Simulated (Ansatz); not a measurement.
# BFS: the cost of one run

Method: PBE0-D4/def2-TZVP structures, single points in def2-TZVPP, no counterpoise correction; program: Ansatz 0.2.0, Gaussian basis.

Levels: SPW92, PBE-D4, BLYP-D4, r2SCAN-D4, B97M-V, PBE0-D4, B3LYP-D4, r2SCAN0-D4, BHLYP-D4, CAM-B3LYP-D4, wB97X-V, wB97M-V, B2PLYP, PBE-QIDH, RPA on PBE, Hartree-Fock, MP2, CCSD, CCSD(T).

Cores are frozen in the correlated methods. B3LYP uses VWN-RPA correlation. B2PLYP carries no dispersion term here.

56 further runs of the same task are left out: 56 set aside as unsound or not needed.

### 1 The starting structure

The complex: 11 atoms, charge 0, spin multiplicity 1.

Atoms are counted from 1 here; the program's logs count them from 0.

Bond lengths: B1–S4 1.610 Å, B1–F6 1.278 Å, C2–C3 1.519 Å, C2–H5 1.093 Å, C2–H7 1.093 Å, C2–H8 1.093 Å, C3–H9 1.093 Å, C3–H10 1.092 Å, C3–H11 1.093 Å. Angles: S4–B1–F6 179.5°, C3–C2–H5 111.3°, C3–C2–H7 111.4°, C3–C2–H8 111.5°, H5–C2–H7 107.4°, H5–C2–H8 107.9°, H7–C2–H8 107.2°, C2–C3–H9 111.4°, C2–C3–H10 111.3°, C2–C3–H11 111.7°, H9–C3–H10 107.6°, H9–C3–H11 107.5°, H10–C3–H11 107.0°.

As a file:

```xyz
11
C2H6BFS
B     0.7432   -0.4608    2.4514
C    -0.2631    0.8996   -0.6643
C    -0.3749   -0.5318   -1.1592
S     2.2764   -0.8602    2.1672
H     0.7294    1.1015   -0.2534
F    -0.4734   -0.1492    2.6856
H    -0.4329    1.6145   -1.4728
H    -0.9986    1.1130    0.1159
H    -1.3690   -0.7383   -1.5627
H     0.3514   -0.7360   -1.9491
H    -0.1883   -1.2523   -0.3586
```

Its parts: BSF holds atoms 1, 4, 6; C2H6 holds atoms 2, 3, 5, 7, 8, 9, 10, 11. Each part counts its atoms afresh in its own runs.

### 2 Relaxing BSF alone

File relax-a/in.yaml:

```yaml
crystal:
  periodic: [false, false, false]
  atoms:
    - {symbol: B, position_ang: [0.743234, -0.460805, 2.451357]}
    - {symbol: S, position_ang: [2.276444, -0.860240, 2.167231]}
    - {symbol: F, position_ang: [-0.473393, -0.149202, 2.685555]}
basis:
  gaussian: {orbitals: def2-TZVP}
hamiltonian: {xc: pbe0, dispersion: d4}
relax: {f_tol: 0.005, max_steps: 200}
```

Launch:

```console
$ ansatz run in.yaml --threads 4 --pin off --events-out ev --progress --plain --max-ram 9574MiB
```

**Question.** How long does this run take on 4 threads of Arm Neoverse V2, shared host?

About 2.5 s.
